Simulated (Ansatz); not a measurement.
# FH6PSi2: the cost of one run

Method: RKS PBE0/STO-3G, in Ansatz 0.2.0.

**1. The system as given**

Bond lengths: F1–Si2 1.615 Å, Si2–P3 2.173 Å, P3–Si4 2.175 Å, Si2–H5 1.496 Å, Si2–H6 1.500 Å, P3–H7 1.409 Å, Si4–H8 1.508 Å, Si4–H9 1.537 Å, Si4–H10 1.415 Å. Angles (14 of 15 angles, heavy atoms first): F1–Si2–P3 107.1°, Si2–P3–Si4 96.5°, F1–Si2–H5 111.1°, F1–Si2–H6 111.0°, P3–Si2–H5 109.6°, P3–Si2–H6 108.7°, Si2–P3–H7 100.5°, Si4–P3–H7 98.4°, P3–Si4–H8 107.6°, P3–Si4–H9 108.4°, P3–Si4–H10 112.0°, H5–Si2–H6 109.2°, H8–Si4–H9 109.1°, H8–Si4–H10 109.3°.

Coordinates:

```xyz
10

F    -1.6179    0.0651    1.7186
Si   -1.0109    1.0922    0.6299
P     1.1037    0.6358    0.4295
Si    0.8480   -1.3314   -0.4626
H    -1.6860    0.9321   -0.6951
H    -1.1561    2.5123    1.0904
H     1.4123    1.3545   -0.7427
H    -0.0923   -1.1827   -1.6323
H     0.2070   -2.2582    0.5825
H     2.0754   -1.8709   -0.9153
```

**2. Preparing the start**

Input file input.yaml:

```yaml
crystal:
  periodic: [false, false, false]
  atoms:
    - { symbol: F, position_ang: [-1.6179, 0.0651, 1.7186] }
    - { symbol: Si, position_ang: [-1.0109, 1.0922, 0.6299] }
    - { symbol: P, position_ang: [1.1037, 0.6358, 0.4295] }
    - { symbol: Si, position_ang: [0.848, -1.3314, -0.4626] }
    - { symbol: H, position_ang: [-1.686, 0.9321, -0.6951] }
    - { symbol: H, position_ang: [-1.1561, 2.5123, 1.0904] }
    - { symbol: H, position_ang: [1.4123, 1.3545, -0.7427] }
    - { symbol: H, position_ang: [-0.0923, -1.1827, -1.6323] }
    - { symbol: H, position_ang: [0.207, -2.2582, 0.5825] }
    - { symbol: H, position_ang: [2.0754, -1.8709, -0.9153] }
basis:
  gaussian: { orbitals: STO-3G }
hamiltonian:
  xc: pbe0
relax:
  f_tol: 0.02
  max_steps: 40
scf:
  lower_state_search: "off"
```

Launch:

```
$ ansatz run input.yaml --threads 1 --pin off --max-ram 2048MiB --backend cpu --events-out ev --progress --plain --runs-dir out
```

**Question.** How long does this run take on 1 thread of Arm Neoverse V1, shared host, and how much memory does it need?

About 10 s, with a peak of 0.13 GiB.
